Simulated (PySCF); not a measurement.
**A gas-phase reaction: FGeH3O + Cl2 → ClFGeH2O + ClH**

Aim: the reaction energy of `[OH][GeH2][F]` + `ClCl` → `[OH][GeH]([F])[Cl]` + `Cl`.

Programs: PySCF 2.14.0. All values are calculated, for the isolated system unless a continuum is named. Atoms count from 0, parts from 1.

## Step 1: Starting point

Each species was relaxed by itself at PBE0-D3(BJ)/def2-SVPD.

## Step 2: Reaction energy: wB97M-D3(BJ)/def2-TZVPD

Job settings and geometry (Å):

```
{"job": {"kind": "react", "xc": "wB97M-D3(BJ)", "basis": "def2-TZVPD"}, "charge": 0, "multiplicity": 1}
-1 FGeH3O charge 0 multiplicity 1
O      0.834260    -0.725790     0.864730
Ge    -0.322740    -0.037710    -0.283630
F     -0.644660     1.615050     0.215570
H      1.713880    -0.337810     0.843540
H      0.267840     0.085720    -1.692830
H     -1.612510    -0.831920    -0.105760

-1 Cl2 charge 0 multiplicity 1
Cl     1.014690    -0.001510     0.000180
Cl    -1.014760     0.002220     0.000250

+1 ClFGeH2O charge 0 multiplicity 1
O     -0.502890    -0.714200     1.156340
Ge     0.437260    -0.047660    -0.163560
F      0.227050     1.681160    -0.163850
Cl    -0.348290    -0.693200    -2.053850
H     -1.449890    -0.544540     1.109590
H      1.903750    -0.394740     0.016830

+1 ClH charge 0 multiplicity 1
Cl     0.644720    -0.000610     0.000450
H     -0.643500     0.002430     0.000480
```

With the program's defaults for keys left out, this is: wB97M-D3(BJ)/def2-TZVPD reaction energy of separated species, gas phase.

Run with:

```console
OMP_NUM_THREADS=1 python cluster_run.py task.json out
```

This one command runs all jobs of the session in turn.

The log of the run:

```text
species 1 (FGeH3O)
coarse grid: 25312 points
cycle   1  E = -2253.8959596155  dE = -5.361e-01  |g| = 1.059e+00  |ddm| = 1.819e+00
cycle   2  E = -2253.8316974551  dE =  6.426e-02  |g| = 1.326e+00  |ddm| = 1.194e+00
cycle   3  E = -2254.0615632892  dE = -2.299e-01  |g| = 5.160e-02  |ddm| = 6.075e-01
cycle   4  E = -2254.0619099569  dE = -3.467e-04  |g| = 3.182e-02  |ddm| = 4.953e-02
cycle   5  E = -2254.0620288062  dE = -1.188e-04  |g| = 5.283e-03  |ddm| = 1.901e-02
cycle   6  E = -2254.0620355034  dE = -6.697e-06  |g| = 8.168e-04  |ddm| = 6.811e-03
final grid: 51968 points
cycle   7  E = -2254.0619745258  dE = -4.821e-07  |g| = 5.402e-04  |ddm| = 2.291e-03
cycle   8  E = -2254.0619745615  dE = -3.569e-08  |g| = 5.597e-04  |ddm| = 6.824e-04
cycle   9  E = -2254.0619746088  dE = -4.729e-08  |g| = 8.057e-05  |ddm| = 2.842e-04
cycle  10  E = -2254.0619746129  dE = -4.056e-09  |g| = 3.202e-05  |ddm| = 1.442e-04
cycle  11  E = -2254.0619746133  dE = -3.884e-10  |g| = 1.138e-05  |ddm| = 4.680e-05
converged SCF energy = -2254.0619746133

species 2 (Cl2)
coarse grid: 12632 points
cycle   1  E = -920.4762353036  dE =  6.387e-02  |g| = 2.472e-01  |ddm| = 1.180e+00
cycle   2  E = -920.4854152113  dE = -9.180e-03  |g| = 1.551e-01  |ddm| = 2.411e-01
cycle   3  E = -920.4902178541  dE = -4.803e-03  |g| = 1.247e-02  |ddm| = 9.692e-02
cycle   4  E = -920.4902872709  dE = -6.942e-05  |g| = 2.486e-03  |ddm| = 1.204e-02
cycle   5  E = -920.4902916267  dE = -4.356e-06  |g| = 2.987e-04  |ddm| = 3.875e-03
final grid: 23496 points
cycle   6  E = -920.4902476087  dE = -4.836e-08  |g| = 9.175e-05  |ddm| = 4.989e-04
cycle   7  E = -920.4902476122  dE = -3.535e-09  |g| = 4.784e-05  |ddm| = 1.124e-04
cycle   8  E = -920.4902476128  dE = -6.218e-10  |g| = 1.459e-05  |ddm| = 4.216e-05
converged SCF energy = -920.4902476128

species 3 (ClFGeH2O)
coarse grid: 29160 points
cycle   1  E = -2713.5992119170  dE = -3.293e-01  |g| = 1.087e+00  |ddm| = 1.913e+00
cycle   2  E = -2713.5499094837  dE =  4.930e-02  |g| = 1.341e+00  |ddm| = 1.281e+00
cycle   3  E = -2713.7797604172  dE = -2.299e-01  |g| = 6.312e-02  |ddm| = 6.544e-01
cycle   4  E = -2713.7804891630  dE = -7.287e-04  |g| = 3.720e-02  |ddm| = 7.114e-02
cycle   5  E = -2713.7807053949  dE = -2.162e-04  |g| = 6.586e-03  |ddm| = 2.403e-02
cycle   6  E = -2713.7807174288  dE = -1.203e-05  |g| = 2.625e-03  |ddm| = 9.042e-03
cycle   7  E = -2713.7807191559  dE = -1.727e-06  |g| = 7.139e-04  |ddm| = 3.111e-03
final grid: 58344 points
cycle   8  E = -2713.7805786157  dE = -2.222e-07  |g| = 7.531e-04  |ddm| = 1.981e-03
cycle   9  E = -2713.7805786041  dE =  1.160e-08  |g| = 9.171e-04  |ddm| = 7.784e-04
cycle  10  E = -2713.7805787200  dE = -1.159e-07  |g| = 5.388e-05  |ddm| = 3.913e-04
cycle  11  E = -2713.7805787225  dE = -2.432e-09  |g| = 3.032e-05  |ddm| = 1.278e-04
cycle  12  E = -2713.7805787228  dE = -3.793e-10  |g| = 7.578e-06  |ddm| = 4.789e-05
converged SCF energy = -2713.7805787228

species 4 (ClH)
coarse grid: 8792 points
cycle   1  E = -460.8503329374  dE = -8.165e-02  |g| = 2.169e-01  |ddm| = 7.239e-01
cycle   2  E = -460.8625125770  dE = -1.218e-02  |g| = 1.397e-01  |ddm| = 2.651e-01
cycle   3  E = -460.8670520613  dE = -4.539e-03  |g| = 1.358e-02  |ddm| = 9.818e-02
cycle   4  E = -460.8670931444  dE = -4.108e-05  |g| = 3.364e-03  |ddm| = 9.545e-03
cycle   5  E = -460.8670993929  dE = -6.248e-06  |g| = 8.516e-04  |ddm| = 3.915e-03
final grid: 17120 points
cycle   6  E = -460.8670681613  dE = -3.716e-07  |g| = 3.676e-04  |ddm| = 8.894e-04
cycle   7  E = -460.8670682076  dE = -4.628e-08  |g| = 1.618e-04  |ddm| = 3.981e-04
cycle   8  E = -460.8670682142  dE = -6.574e-09  |g| = 4.221e-05  |ddm| = 1.296e-04
cycle   9  E = -460.8670682155  dE = -1.314e-09  |g| = 3.978e-06  |ddm| = 6.532e-05
cycle  10  E = -460.8670682155  dE = -4.775e-12  |g| = 8.168e-07  |ddm| = 3.315e-06
converged SCF energy = -460.8670682155

Reaction energy = -60.190 kcal/mol
```

It took 35 s on 1 thread of Arm Neoverse N1, shared host; peak memory 0.69 GiB.

Species by species (with the dispersion term, which the log's SCF energies lack):

```csv
ν,species,energy (Eh),HOMO (eV)
-1,[OH][GeH2][F],-2254.06566,-11.81
-1,ClCl,-920.49147,-11.18
+1,[OH][GeH]([F])[Cl],-2713.78544,-11.95
+1,Cl,-460.86761,-11.93
```

## Step 3: Energies of the species: PBE0-D3(BJ)/def2-TZVPD

The job, as its differences from that of step 2:

```diff
@@ -1,2 +1,2 @@
-{"job": {"kind": "react", "xc": "wB97M-D3(BJ)", "basis": "def2-TZVPD"}, "charge": 0, "multiplicity": 1}
+{"job": {"kind": "react", "xc": "PBE0", "basis": "def2-TZVPD", "disp": "d3bj"}, "charge": 0, "multiplicity": 1}
 -1 FGeH3O charge 0 multiplicity 1
```

With the program's defaults for keys left out, this is: PBE0-D3(BJ)/def2-TZVPD reaction energy of separated species, gas phase.

The log of the run:

```text
species 1 (FGeH3O)
coarse grid: 25312 points
cycle   1  E = -2253.3935695149  dE = -4.232e-01  |g| = 1.135e+00  |ddm| = 1.838e+00
cycle   2  E = -2252.9932385498  dE =  4.003e-01  |g| = 1.935e+00  |ddm| = 1.574e+00
cycle   3  E = -2253.5703549401  dE = -5.771e-01  |g| = 1.557e-01  |ddm| = 1.046e+00
cycle   4  E = -2253.5734416916  dE = -3.087e-03  |g| = 5.919e-02  |ddm| = 1.140e-01
cycle   5  E = -2253.5737852069  dE = -3.435e-04  |g| = 1.717e-02  |ddm| = 3.235e-02
cycle   6  E = -2253.5738253673  dE = -4.016e-05  |g| = 5.758e-03  |ddm| = 1.037e-02
cycle   7  E = -2253.5738311866  dE = -5.819e-06  |g| = 5.858e-04  |ddm| = 3.286e-03
final grid: 51968 points
cycle   8  E = -2253.5738556871  dE = -1.141e-07  |g| = 6.532e-04  |ddm| = 1.520e-03
cycle   9  E = -2253.5738556224  dE =  6.471e-08  |g| = 9.185e-04  |ddm| = 7.959e-04
cycle  10  E = -2253.5738557490  dE = -1.266e-07  |g| = 1.136e-04  |ddm| = 4.671e-04
cycle  11  E = -2253.5738557509  dE = -1.897e-09  |g| = 2.293e-05  |ddm| = 7.014e-05
cycle  12  E = -2253.5738557510  dE = -4.820e-11  |g| = 4.372e-06  |ddm| = 1.289e-05
converged SCF energy = -2253.5738557510

species 2 (Cl2)
coarse grid: 3248 points
cycle   1  E = -920.0848696418  dE =  1.014e-01  |g| = 1.608e-01  |ddm| = 1.191e+00
cycle   2  E = -920.0872201088  dE = -2.350e-03  |g| = 8.739e-02  |ddm| = 1.235e-01
cycle   3  E = -920.0886030197  dE = -1.383e-03  |g| = 3.229e-02  |ddm| = 7.027e-02
cycle   4  E = -920.0888541504  dE = -2.511e-04  |g| = 5.427e-04  |ddm| = 2.039e-02
cycle   5  E = -920.0888542597  dE = -1.093e-07  |g| = 2.229e-04  |ddm| = 9.349e-04
final grid: 23496 points
cycle   6  E = -920.0901485780  dE = -8.697e-06  |g| = 2.709e-03  |ddm| = 7.415e-03
cycle   7  E = -920.0901490111  dE = -4.331e-07  |g| = 1.503e-03  |ddm| = 3.010e-03
cycle   8  E = -920.0901492498  dE = -2.387e-07  |g| = 1.098e-04  |ddm| = 1.206e-03
cycle   9  E = -920.0901492523  dE = -2.559e-09  |g| = 4.181e-05  |ddm| = 9.846e-05
cycle  10  E = -920.0901492527  dE = -3.974e-10  |g| = 3.008e-06  |ddm| = 2.418e-05
converged SCF energy = -920.0901492527

species 3 (ClFGeH2O)
coarse grid: 29160 points
cycle   1  E = -2712.9031159161  dE = -2.331e-01  |g| = 1.158e+00  |ddm| = 1.952e+00
cycle   2  E = -2712.5390745227  dE =  3.640e-01  |g| = 1.923e+00  |ddm| = 1.693e+00
cycle   3  E = -2713.0891096452  dE = -5.500e-01  |g| = 1.613e-01  |ddm| = 1.131e+00
cycle   4  E = -2713.0931049945  dE = -3.995e-03  |g| = 6.427e-02  |ddm| = 1.407e-01
cycle   5  E = -2713.0936656378  dE = -5.606e-04  |g| = 1.298e-02  |ddm| = 3.916e-02
cycle   6  E = -2713.0936904978  dE = -2.486e-05  |g| = 6.664e-03  |ddm| = 1.050e-02
cycle   7  E = -2713.0936976857  dE = -7.188e-06  |g| = 1.418e-03  |ddm| = 3.807e-03
final grid: 58344 points
cycle   8  E = -2713.0936639557  dE =  1.706e-07  |g| = 1.907e-03  |ddm| = 2.245e-03
cycle   9  E = -2713.0936632608  dE =  6.950e-07  |g| = 2.867e-03  |ddm| = 2.581e-03
cycle  10  E = -2713.0936645860  dE = -1.325e-06  |g| = 2.736e-04  |ddm| = 1.523e-03
cycle  11  E = -2713.0936646003  dE = -1.426e-08  |g| = 4.344e-05  |ddm| = 1.699e-04
cycle  12  E = -2713.0936646005  dE = -2.501e-10  |g| = 6.495e-06  |ddm| = 2.981e-05
converged SCF energy = -2713.0936646005

species 4 (ClH)
coarse grid: 2248 points
cycle   1  E = -460.6537839201  dE = -4.644e-02  |g| = 1.882e-01  |ddm| = 7.411e-01
cycle   2  E = -460.6558526193  dE = -2.069e-03  |g| = 1.902e-01  |ddm| = 3.151e-01
cycle   3  E = -460.6653816277  dE = -9.529e-03  |g| = 1.506e-02  |ddm| = 1.513e-01
cycle   4  E = -460.6654036849  dE = -2.206e-05  |g| = 2.693e-03  |ddm| = 7.323e-03
cycle   5  E = -460.6654052328  dE = -1.548e-06  |g| = 1.111e-03  |ddm| = 2.553e-03
final grid: 17120 points
cycle   6  E = -460.6658902766  dE = -4.429e-06  |g| = 2.164e-03  |ddm| = 7.339e-03
cycle   7  E = -460.6658903061  dE = -2.956e-08  |g| = 1.795e-03  |ddm| = 2.512e-03
cycle   8  E = -460.6658909237  dE = -6.175e-07  |g| = 1.533e-04  |ddm| = 1.363e-03
cycle   9  E = -460.6658909306  dE = -6.903e-09  |g| = 2.148e-05  |ddm| = 1.086e-04
cycle  10  E = -460.6658909307  dE = -1.002e-10  |g| = 4.933e-06  |ddm| = 1.682e-05
converged SCF energy = -460.6658909307

Reaction energy = -60.359 kcal/mol
```

Wall time 19 s (1 thread of Arm Neoverse N1, shared host); peak memory 0.61 GiB.

Reaction energy at this level: -60.36 kcal/mol.

## Step 4: Reaction energy: MP2/def2-TZVPD

The job, as its differences from that of step 3:

```diff
@@ -1,2 +1,2 @@
-{"job": {"kind": "react", "xc": "PBE0", "basis": "def2-TZVPD", "disp": "d3bj"}, "charge": 0, "multiplicity": 1}
+{"job": {"kind": "react", "xc": "MP2", "basis": "def2-TZVPD"}, "charge": 0, "multiplicity": 1}
 -1 FGeH3O charge 0 multiplicity 1
```

Method: MP2/def2-TZVPD reaction energy of separated species, gas phase.

The log of the run:

```text
species 1 (FGeH3O)
final grid: 51968 points
cycle   1  E = -2251.4504559766  dE = -7.185e-01  |g| = 7.782e-01  |ddm| = 1.794e+00
cycle   2  E = -2251.5172344523  dE = -6.678e-02  |g| = 5.737e-01  |ddm| = 6.774e-01
cycle   3  E = -2251.5591784217  dE = -4.194e-02  |g| = 3.907e-02  |ddm| = 2.683e-01
cycle   4  E = -2251.5597998777  dE = -6.215e-04  |g| = 9.993e-03  |ddm| = 5.296e-02
cycle   5  E = -2251.5598388054  dE = -3.893e-05  |g| = 2.599e-03  |ddm| = 1.543e-02
cycle   6  E = -2251.5598412030  dE = -2.398e-06  |g| = 1.200e-03  |ddm| = 3.504e-03
cycle   7  E = -2251.5598417062  dE = -5.031e-07  |g| = 3.760e-04  |ddm| = 1.340e-03
cycle   8  E = -2251.5598417859  dE = -7.973e-08  |g| = 8.819e-05  |ddm| = 5.973e-04
cycle   9  E = -2251.5598417890  dE = -3.048e-09  |g| = 3.459e-05  |ddm| = 1.298e-04
cycle  10  E = -2251.5598417892  dE = -2.965e-10  |g| = 7.055e-06  |ddm| = 3.738e-05
converged SCF energy = -2251.5598417892

species 2 (Cl2)
final grid: 23496 points
cycle   1  E = -918.9653261631  dE =  6.010e-02  |g| = 2.590e-01  |ddm| = 1.186e+00
cycle   2  E = -918.9802782151  dE = -1.495e-02  |g| = 1.127e-01  |ddm| = 2.120e-01
cycle   3  E = -918.9828566686  dE = -2.578e-03  |g| = 1.988e-02  |ddm| = 7.487e-02
cycle   4  E = -918.9830775197  dE = -2.209e-04  |g| = 4.253e-03  |ddm| = 2.065e-02
cycle   5  E = -918.9830896258  dE = -1.211e-05  |g| = 7.297e-04  |ddm| = 5.118e-03
cycle   6  E = -918.9830898433  dE = -2.175e-07  |g| = 1.518e-04  |ddm| = 6.808e-04
cycle   7  E = -918.9830898526  dE = -9.230e-09  |g| = 2.307e-05  |ddm| = 1.886e-04
cycle   8  E = -918.9830898528  dE = -2.547e-10  |g| = 2.990e-06  |ddm| = 4.639e-05
converged SCF energy = -918.9830898528

species 3 (ClFGeH2O)
final grid: 58344 points
cycle   1  E = -2710.4245190085  dE = -4.852e-01  |g| = 8.095e-01  |ddm| = 1.884e+00
cycle   2  E = -2710.5017508228  dE = -7.723e-02  |g| = 5.913e-01  |ddm| = 7.526e-01
cycle   3  E = -2710.5461672365  dE = -4.442e-02  |g| = 4.456e-02  |ddm| = 2.956e-01
cycle   4  E = -2710.5469344194  dE = -7.672e-04  |g| = 1.568e-02  |ddm| = 6.349e-02
cycle   5  E = -2710.5470225178  dE = -8.810e-05  |g| = 4.092e-03  |ddm| = 2.035e-02
cycle   6  E = -2710.5470311392  dE = -8.621e-06  |g| = 1.228e-03  |ddm| = 6.274e-03
cycle   7  E = -2710.5470323113  dE = -1.172e-06  |g| = 4.228e-04  |ddm| = 2.235e-03
cycle   8  E = -2710.5470324022  dE = -9.092e-08  |g| = 1.788e-04  |ddm| = 5.688e-04
cycle   9  E = -2710.5470324131  dE = -1.092e-08  |g| = 2.809e-05  |ddm| = 2.200e-04
cycle  10  E = -2710.5470324136  dE = -4.065e-10  |g| = 9.601e-06  |ddm| = 4.949e-05
converged SCF energy = -2710.5470324136

species 4 (ClH)
final grid: 17120 points
cycle   1  E = -460.0817347799  dE = -1.009e-01  |g| = 2.132e-01  |ddm| = 7.101e-01
cycle   2  E = -460.0969049530  dE = -1.517e-02  |g| = 8.401e-02  |ddm| = 2.053e-01
cycle   3  E = -460.0986383475  dE = -1.733e-03  |g| = 1.826e-02  |ddm| = 5.472e-02
cycle   4  E = -460.0988469152  dE = -2.086e-04  |g| = 6.315e-03  |ddm| = 1.638e-02
cycle   5  E = -460.0988769154  dE = -3.000e-05  |g| = 1.289e-03  |ddm| = 7.398e-03
cycle   6  E = -460.0988781315  dE = -1.216e-06  |g| = 2.808e-04  |ddm| = 1.659e-03
cycle   7  E = -460.0988781847  dE = -5.327e-08  |g| = 4.150e-05  |ddm| = 4.895e-04
cycle   8  E = -460.0988781855  dE = -7.308e-10  |g| = 7.806e-06  |ddm| = 6.177e-05
converged SCF energy = -460.0988781855

Reaction energy = -64.724 kcal/mol
```

Run time: 9.7 s. Hardware: 1 thread of Arm Neoverse N1, shared host; peak memory 0.51 GiB.

Reaction energy at this level: -64.72 kcal/mol.

## Step 5: Comparing the runs

Energies in kcal/mol, with wall time:

```
                    run  reaction   time
wB97M-D3(BJ)/def2-TZVPD    -60.19   35 s
 PBE0-D3(BJ)/def2-TZVPD    -60.36   19 s
         MP2/def2-TZVPD    -64.72  9.7 s
```

## Step 6: Outcome

```
                                                quantity                      value
               reaction energy (wB97M-D3(BJ)/def2-TZVPD)            -60.19 kcal/mol
                     ΔH, ΔG at 298 K (xTB thermal terms)      -60.4, -60.2 kcal/mol
range of the reaction energy over the runs of this table  -64.72 to -60.19 kcal/mol
```

The reaction is exothermic by 60.4 kcal/mol in the gas phase; dispersion gives -0.31, and xTB itself gave -40.98 for the electronic energy (xTB energies and thermal terms come from the earlier relaxation of each species, not shown). No barrier was sought. xTB and this level differ widely in the electronic energy, so what comes from xTB (the thermal terms above all) is less safe here. The reaction energy runs from -64.72 (MP2/def2-TZVPD) to -60.19 kcal/mol (wB97M-D3(BJ)/def2-TZVPD).
